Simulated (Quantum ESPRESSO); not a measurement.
# BeRu (P4/mmm) in Quantum ESPRESSO: reference runs

Reference runs on BeRu: the cell as given.

All numbers are computed with Quantum ESPRESSO 7.5; they aren't measurements. Logs are shortened: lines on timing, memory, paths and dates and some standing lists are left out, and cuts for length are marked.

**1. Starting point**

The structure is tetragonal, space group P4/mmm (No. 123). The conventional cell has a = 2.288 Å, b = 2.288 Å, c = 3.783 Å, α = 90.00°, β = 90.00°, γ = 90.00°. Around Be (site symmetry 4/mmm) lie 2 Ru at 1.89 Å. Ru (site symmetry 4/mmm) has 2 Be at 1.89 Å as nearest neighbours.

The cell was built by a generator and needn't be a form met in nature.

**2. Single point, PBE**

pw.in

```
&CONTROL
  calculation = 'scf'
  prefix = 'pwscf'
  outdir = './tmp'
  pseudo_dir = './pseudo'
  tprnfor = .true.
  tstress = .true.
  disk_io = 'nowf'
/
&SYSTEM
  ibrav = 0
  nat = 2
  ntyp = 2
  ecutwfc = 60
  ecutrho = 440
  nbnd = 16
  occupations = 'smearing'
  smearing = 'fd'
  degauss = 0.00367493
/
&ELECTRONS
  conv_thr = 4d-10
  electron_maxstep = 120
  mixing_beta = 0.5
/
ATOMIC_SPECIES
Be     9.0122 be_pbe_v1.4.uspp.F.UPF
Ru   101.0700 Ru_ONCV_PBE-1.0.oncvpsp.upf
CELL_PARAMETERS angstrom
   2.2883455500    0.0000000000    0.0000000000
   0.0000000000    2.2883455500    0.0000000000
   0.0000000000    0.0000000000    3.7829166300
ATOMIC_POSITIONS crystal
Be     0.5000000000    0.5000000000    0.0000000000
Ru     0.5000000000    0.5000000000    0.5000000000
K_POINTS automatic
11 11 7 0 0 0
```

Potentials or basis: SSSP 1.3 efficiency PBE.

Started as:

```
$ OMP_NUM_THREADS=1 pw.x -in pw.in > pw.out
```

pw.out:

```text
This program is part of the open-source Quantum ESPRESSO suite
     for quantum simulation of materials; please cite
         "P. Giannozzi et al., J. Phys.:Condens. Matter 21 395502 (2009);
         "P. Giannozzi et al., J. Phys.:Condens. Matter 29 465901 (2017);
         "P. Giannozzi et al., J. Chem. Phys. 152 154105 (2020);
     in publications or presentations arising from this work. More details at

     Message from routine setup:
     using ibrav=0 with symmetry is DISCOURAGED, use correct ibrav instead

     G-vector sticks info
     --------------------
     sticks:   dense  smooth     PW     G-vecs:    dense   smooth      PW
     Sum         665     357    113                20895     8407    1499

     Using Slab Decomposition

     bravais-lattice index     =            0
     lattice parameter (alat)  =       4.3243  a.u.
     unit-cell volume          =     133.6800 (a.u.)^3
     number of atoms/cell      =            2
     number of atomic types    =            2
     number of electrons       =        20.00
     number of Kohn-Sham states=           16
     kinetic-energy cutoff     =      60.0000  Ry
     charge density cutoff     =     440.0000  Ry
     scf convergence threshold =      4.0E-10
     mixing beta               =       0.5000
     number of iterations used =            8  plain     mixing
     Exchange-correlation= PBE
                           (   1   4   3   4   0   0   0)

     celldm(1)=   4.324346  celldm(2)=   0.000000  celldm(3)=   0.000000
     celldm(4)=   0.000000  celldm(5)=   0.000000  celldm(6)=   0.000000

     crystal axes: (cart. coord. in units of alat)
               a(1) = (   1.000000   0.000000   0.000000 )
               a(2) = (   0.000000   1.000000   0.000000 )
               a(3) = (   0.000000   0.000000   1.653123 )

     reciprocal axes: (cart. coord. in units 2 pi/alat)
               b(1) = (  1.000000  0.000000  0.000000 )
               b(2) = (  0.000000  1.000000  0.000000 )
               b(3) = (  0.000000  0.000000  0.604916 )

     PseudoPot. # 1 for Be read from file:
     be_pbe_v1.4.uspp.F.UPF
     Pseudo is Ultrasoft, Zval =  4.0
     Generated by new atomic code, or converted to UPF format
     Using radial grid of  769 points,  6 beta functions with:
                l(1) =   0
                l(2) =   0
                l(3) =   0
                l(4) =   1
                l(5) =   1
                l(6) =   2
     Q(r) pseudized with 10 coefficients,  rinner =    1.000   1.000   1.000
                                                       1.000   1.000

     PseudoPot. # 2 for Ru read from file:
     Ru_ONCV_PBE-1.0.oncvpsp.upf
     Pseudo is Norm-conserving, Zval = 16.0
     Generated using ONCVPSP code by D. R. Hamann
     Using radial grid of 1458 points,  6 beta functions with:
                l(1) =   0
                l(2) =   0
                l(3) =   1
                l(4) =   1
                l(5) =   2
                l(6) =   2

     atomic species   valence    mass     pseudopotential
     Be                4.00     9.01220     Be( 1.00)
     Ru               16.00   101.07000     Ru( 1.00)

     16 Sym. Ops., with inversion, found

   Cartesian axes

     site n.     atom                  positions (alat units)
         1        Be     tau(   1) = (   0.5000000   0.5000000   0.0000000  )
         2        Ru     tau(   2) = (   0.5000000   0.5000000   0.8265615  )

     number of k points=    84  Fermi-Dirac smearing, width (Ry)=  0.0037
                       cart. coord. in units 2pi/alat
        k(    1) = (   0.0000000   0.0000000   0.0000000), wk =   0.0023613
        k(    2) = (   0.0000000   0.0000000   0.0864165), wk =   0.0047226
        k(    3) = (   0.0000000   0.0000000   0.1728330), wk =   0.0047226
        k(    4) = (   0.0000000   0.0000000   0.2592496), wk =   0.0047226
        k(    5) = (   0.0000000   0.0909091   0.0000000), wk =   0.0094451
        k(    6) = (   0.0000000   0.0909091   0.0864165), wk =   0.0188902
[... 76 lines left out ...]
        k(   83) = (   0.4545455   0.4545455   0.1728330), wk =   0.0188902
        k(   84) = (   0.4545455   0.4545455   0.2592496), wk =   0.0188902

     Dense  grid:    20895 G-vectors     FFT dimensions: (  30,  30,  48)

     Smooth grid:     8407 G-vectors     FFT dimensions: (  24,  24,  36)

     Initial potential from superposition of free atoms

     starting charge      19.9993, renormalised to      20.0000
     Starting wfcs are   15 randomized atomic wfcs +    1 random wfcs

     Self-consistent Calculation

     iteration #  1     ecut=    60.00 Ry     beta= 0.50
     Davidson diagonalization with overlap
     ethr =  1.00E-02,  avg # of iterations =  4.9

     Threshold (ethr) on eigenvalues was too large:
     Diagonalizing with lowered threshold

     Davidson diagonalization with overlap
     ethr =  3.54E-04,  avg # of iterations =  1.3

     total energy              =    -216.50238977 Ry
     estimated scf accuracy    <       0.07074481 Ry

     iteration #  2     ecut=    60.00 Ry     beta= 0.50
     Davidson diagonalization with overlap
     ethr =  3.54E-04,  avg # of iterations =  2.0

     total energy              =    -216.50980396 Ry
     estimated scf accuracy    <       0.06152331 Ry

     iteration #  3     ecut=    60.00 Ry     beta= 0.50
     Davidson diagonalization with overlap
     ethr =  3.08E-04,  avg # of iterations =  1.1

     total energy              =    -216.52027947 Ry
     estimated scf accuracy    <       0.00337812 Ry

     iteration #  4     ecut=    60.00 Ry     beta= 0.50
     Davidson diagonalization with overlap
     ethr =  1.69E-05,  avg # of iterations =  2.1

     total energy              =    -216.52063481 Ry
     estimated scf accuracy    <       0.00005702 Ry

     iteration #  5     ecut=    60.00 Ry     beta= 0.50
     Davidson diagonalization with overlap
     ethr =  2.85E-07,  avg # of iterations =  2.2

     total energy              =    -216.52064102 Ry
     estimated scf accuracy    <       0.00000751 Ry

     iteration #  6     ecut=    60.00 Ry     beta= 0.50
     Davidson diagonalization with overlap
     ethr =  3.75E-08,  avg # of iterations =  2.0

     total energy              =    -216.52064175 Ry
     estimated scf accuracy    <       0.00000033 Ry

     iteration #  7     ecut=    60.00 Ry     beta= 0.50
     Davidson diagonalization with overlap
     ethr =  1.64E-09,  avg # of iterations =  2.0

     total energy              =    -216.52064182 Ry
     estimated scf accuracy    <       0.00000010 Ry

     iteration #  8     ecut=    60.00 Ry     beta= 0.50
     Davidson diagonalization with overlap
     ethr =  4.79E-10,  avg # of iterations =  2.0

     End of self-consistent calculation

          k = 0.0000 0.0000 0.0000 (  1073 PWs)   bands (ev):

   -79.8979 -53.1671 -23.4116 -21.9941 -21.9941  10.5880  13.2258  13.6611
    19.7957  20.5921  20.5921  23.0952  28.0113  32.0087  32.0087  36.8657

          k = 0.0000 0.0000 0.0864 (  1045 PWs)   bands (ev):

   -79.8979 -53.1677 -23.4068 -21.9940 -21.9940  10.8342  13.2317  13.6325
    18.6968  20.5111  20.5111  23.0959  29.4046  32.3962  32.3962  37.1825

          k = 0.0000 0.0000 0.1728 (  1050 PWs)   bands (ev):

   -79.8977 -53.1690 -23.3960 -21.9936 -21.9936  11.5687  13.2447  13.5680
    16.6033  20.3381  20.3381  23.0975  32.1916  33.3756  33.3756  38.0830

          k = 0.0000 0.0000 0.2592 (  1066 PWs)   bands (ev):

   -79.8976 -53.1700 -23.3873 -21.9932 -21.9932  12.7533  13.2552  13.5055
    14.6099  20.2071  20.2071  23.0987  34.3466  34.3466  34.4563  36.2119

          k = 0.0000 0.0909 0.0000 (  1057 PWs)   bands (ev):

   -79.8974 -53.1392 -23.3884 -22.1943 -21.9770  10.8012  13.4516  14.0603
    18.7275  20.6420  21.4459  22.7007  27.6350  31.0534  32.2211  37.1068

          k = 0.0000 0.0909 0.0864 (  1055 PWs)   bands (ev):

   -79.8974 -53.1397 -23.3835 -22.1941 -21.9768  11.0378  13.4519  14.0371
    18.1159  20.5628  20.8320  22.7025  28.9094  31.5834  32.6006  37.3730

          k = 0.0000 0.0909 0.1728 (  1052 PWs)   bands (ev):

   -79.8972 -53.1410 -23.3726 -22.1936 -21.9764  11.7414  13.4503  13.9879
    16.4800  20.1889  20.3935  22.7062  30.9696  33.2324  33.5562  38.0174

          k = 0.0000 0.0909 0.2592 (  1057 PWs)   bands (ev):

   -79.8971 -53.1421 -23.3638 -22.1932 -21.9761  12.8548  13.4428  13.9502
    14.6835  19.9104  20.2653  22.7089  32.1608  34.4938  35.1869  37.9605

          k = 0.0000 0.1818 0.0000 (  1065 PWs)   bands (ev):

   -79.8961 -53.0635 -23.3256 -22.7151 -21.9307  11.3953  13.7739  15.4581
    17.2455  20.7780  21.7439  22.4510  26.2220  30.0808  32.7909  37.6042

          k = 0.0000 0.1818 0.0864 (  1062 PWs)   bands (ev):

   -79.8961 -53.0641 -23.3206 -22.7148 -21.9306  11.5930  13.7641  15.4325
    16.9633  20.7037  21.4573  21.7474  27.0650  31.1510  33.1518  37.6620

          k = 0.0000 0.1818 0.1728 (  1054 PWs)   bands (ev):

   -79.8959 -53.0653 -23.3093 -22.7141 -21.9302  12.1656  13.7410  15.3173
    16.2076  20.0999  20.5446  21.7542  28.3921  33.6552  34.0527  37.4285

          k = 0.0000 0.1818 0.2592 (  1058 PWs)   bands (ev):

   -79.8958 -53.0664 -23.3003 -22.7135 -21.9299  12.9685  13.7163  14.7605
    15.6697  19.3970  20.4240  21.7589  29.4162  34.9172  36.0089  36.9209

          k = 0.0000 0.2727 0.0000 (  1059 PWs)   bands (ev):

   -79.8944 -52.9629 -23.3656 -23.2424 -21.8697  12.3151  14.1513  15.8672
    17.2201  20.6535  20.9613  23.4030  24.5864  29.6591  33.5862  37.7635

          k = 0.0000 0.2727 0.0864 (  1052 PWs)   bands (ev):

   -79.8943 -52.9634 -23.3651 -23.2372 -21.8695  12.4070  14.1350  15.6722
    17.3833  20.6556  20.8958  22.2665  25.0962  30.9080  33.9271  37.2438
[... 303 lines left out ...]
   -79.8876 -52.5808 -23.6833 -23.6549 -22.9169  13.5627  14.5408  15.6633
    16.8694  21.6561  21.6571  24.9737  26.7238  29.3558  32.1740  35.5531

          k = 0.3636 0.3636 0.2592 (  1040 PWs)   bands (ev):

   -79.8875 -52.5818 -23.6825 -23.6543 -22.9065  13.6982  14.0777  15.3219
    16.7773  21.9069  22.8272  25.6859  26.1695  29.0378  32.3344  33.5541

          k = 0.3636 0.4545 0.0000 (  1048 PWs)   bands (ev):

   -79.8869 -52.5239 -23.9859 -23.6201 -22.8923  12.9487  15.5770  16.4735
    17.1899  20.0899  21.0573  24.4517  28.4098  31.0657  32.5689  33.4996

          k = 0.3636 0.4545 0.0864 (  1048 PWs)   bands (ev):

   -79.8868 -52.5245 -23.9855 -23.6198 -22.8865  12.9767  15.1677  16.0834
    17.3136  20.7609  21.4796  24.4970  28.5488  30.1291  32.2954  34.1128

          k = 0.3636 0.4545 0.1728 (  1054 PWs)   bands (ev):

   -79.8867 -52.5258 -23.9845 -23.6189 -22.8735  13.0491  14.5015  15.5195
    17.2258  22.1794  22.4863  24.7304  28.6891  29.0501  31.4976  33.1969

          k = 0.3636 0.4545 0.2592 (  1047 PWs)   bands (ev):

   -79.8866 -52.5269 -23.9837 -23.6182 -22.8630  13.1261  14.0744  15.1816
    17.0589  22.9305  23.7591  25.2540  28.0834  28.9018  30.9111  31.6611

          k = 0.4545 0.4545 0.0000 (  1058 PWs)   bands (ev):

   -79.8860 -52.4692 -23.9351 -23.9312 -22.8498  12.3508  15.8418  15.9234
    17.9061  20.8210  20.9678  25.4786  28.9451  29.4851  32.7598  33.7890

          k = 0.4545 0.4545 0.0864 (  1051 PWs)   bands (ev):

   -79.8859 -52.4698 -23.9347 -23.9308 -22.8439  12.3759  15.4808  15.5935
    17.8256  21.4800  21.6908  25.4811  28.6483  29.0890  33.3350  34.0709

          k = 0.4545 0.4545 0.1728 (  1051 PWs)   bands (ev):

   -79.8858 -52.4711 -23.9337 -23.9299 -22.8307  12.4344  14.8771  15.0216
    17.5615  23.0526  23.3567  25.4943  27.5538  29.3587  31.9581  33.1922

          k = 0.4545 0.4545 0.2592 (  1050 PWs)   bands (ev):

   -79.8857 -52.4722 -23.9330 -23.9291 -22.8201  12.4839  14.5000  14.6591
    17.3333  24.6164  24.9767  25.6021  27.0856  29.3910  30.2972  31.0797

     the Fermi energy is    20.2030 ev

!    total energy              =    -216.52064184 Ry
     estimated scf accuracy    <          2.0E-10 Ry
     smearing contrib. (-TS)   =      -0.00088790 Ry
     internal energy E=F+TS    =    -216.51975394 Ry

     The total energy is F=E-TS. E is the sum of the following terms:
     one-electron contribution =     -76.21778898 Ry
     hartree contribution      =      45.67446226 Ry
     xc contribution           =     -25.36315335 Ry
     ewald contribution        =    -160.61327388 Ry

     convergence has been achieved in   8 iterations

     Forces acting on atoms (cartesian axes, Ry/au):

     atom    1 type  1   force =     0.00000000    0.00000000    0.00000000
     atom    2 type  2   force =     0.00000000    0.00000000    0.00000000

     Total force =     0.000000     Total SCF correction =     0.000000

     Computing stress (Cartesian axis) and pressure

          total   stress  (Ry/bohr**3)                   (kbar)     P=      949.67
   0.00527861   0.00000000   0.00000000          776.51        0.00        0.00
   0.00000000   0.00527861   0.00000000            0.00      776.51        0.00
   0.00000000   0.00000000   0.00880998            0.00        0.00     1295.99

=------------------------------------------------------------------------------=
   JOB DONE.
=------------------------------------------------------------------------------=
```

Wall time 13 s (1 thread of Intel Xeon Platinum 8488C (Sapphire Rapids), shared host); peak memory 0.11 GiB.

Results:

* Free energy: -2945.9134 eV
* Pressure: 95.0 GPa
* Band gap on the k mesh: none (metal or under the smearing width)

Stress tensor (GPa, compression positive):
```
 77.65   0.00   0.00
  0.00  77.65   0.00
  0.00   0.00 129.60
```

Caveat: a pressure of tens of GPa on the cell as given is suspect, and the run, the potentials or the cell itself is likely at fault.
